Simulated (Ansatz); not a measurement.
# FGaH₄OSSi: one species, many methods

An exercise on one series of results from a longer session: the logs are not shown, and one member is left open.

Method: functionals in def2-TZVPP, the program's frozen cores in correlated methods; program: Ansatz 0.2.0, Gaussian basis.

Plan: PBE-D4, r2SCAN-D4, PBE0-D4, B3LYP-D4, ωB97X-V, ωB97M-V, B2PLYP; CCSD(T)/def2-TZVPP; MP2/def2-QZVPP; extrapolation to the limit.

## The relaxed structure

All runs share one geometry, relaxed beforehand with PBE0-D4 in a triple-zeta def2 set.

SMILES `[OH][Ga]([SH])[SiH2]F`, 9 atoms, charge 0, spin multiplicity 1.

Atoms are counted from 1 here; the program's logs count them from 0.

Bond lengths: O1–Ga2 1.785 Å, O1–H6 0.960 Å, Ga2–S3 2.214 Å, Ga2–Si4 2.407 Å, S3–H7 1.344 Å, Si4–F5 1.604 Å, Si4–H8 1.486 Å, Si4–H9 1.486 Å. Angles: Ga2–O1–H6 115.2°, O1–Ga2–S3 118.2°, O1–Ga2–Si4 120.1°, S3–Ga2–Si4 121.6°, Ga2–S3–H7 94.9°, Ga2–Si4–F5 110.4°, Ga2–Si4–H8 110.8°, Ga2–Si4–H9 110.8°, F5–Si4–H8 108.0°, F5–Si4–H9 108.1°, H8–Si4–H9 108.7°.

The first run:

in.yaml reads:

```yaml
crystal:
  periodic: [false, false, false]
  atoms:
    - {symbol: O, position_ang: [-0.240387, 2.093620, 0.161210]}
    - {symbol: Ga, position_ang: [0.335304, 0.426719, -0.115095]}
    - {symbol: S, position_ang: [2.400991, 0.141378, -0.859598]}
    - {symbol: Si, position_ang: [-1.107823, -1.442108, 0.350080]}
    - {symbol: F, position_ang: [-2.635943, -0.962392, 0.427547]}
    - {symbol: H, position_ang: [0.391784, 2.784417, -0.048261]}
    - {symbol: H, position_ang: [2.702481, 1.450673, -0.865094]}
    - {symbol: H, position_ang: [-1.003267, -2.469256, -0.718534]}
    - {symbol: H, position_ang: [-0.754742, -2.069350, 1.650647]}
basis:
  gaussian: {orbitals: def2-TZVPP}
hamiltonian: {xc: pbe, dispersion: d4}
output: {forces: true, orbitals: {seedname: orbitals}}
```

Run with:

```sh
> ansatz run in.yaml --threads 4 --pin off --events-out ev --progress --plain --max-ram 10444MiB
```

Among the steps run: PBE-D4 (GGA); r2SCAN-D4 (meta-GGA); PBE0-D4 (hybrid); B3LYP-D4 (hybrid); ωB97X-V (range-separated); ωB97M-V (range-separated); B2PLYP (double hybrid); CCSD(T) in def2-TZVPP; MP2 in def2-QZVPP.

One table of the session follows, with a row left open; its other results are not shown here.

```
            method  atomisation energy (eV)
            PBE-D4                   30.321
         r2SCAN-D4                   30.255
           PBE0-D4                   29.704
          B3LYP-D4                   29.767
           ωB97X-V                   30.313
           ωB97M-V                   30.094
            B2PLYP                   29.626
     HF/def2-TZVPP                   21.362
    MP2/def2-TZVPP                   30.147
   CCSD/def2-TZVPP                        ?
CCSD(T)/def2-TZVPP                   29.451
           MP2/CBS                   31.042
       CCSD(T)/CBS                   30.347
```

Estimate the missing values for CCSD/def2-TZVPP.

As computed: atomisation energy (eV): 28.942. In the column «atomisation energy (eV)» it lies between HF/def2-TZVPP (21.362) and CCSD(T)/def2-TZVPP (29.451).

Caveats from the session: Free atoms (1 O, 1 Ga, 1 S, 1 Si, 1 F, 4 H) were run apart at each level; the atomisation energy is their sum less the molecule, without zero-point or spin-orbit terms.
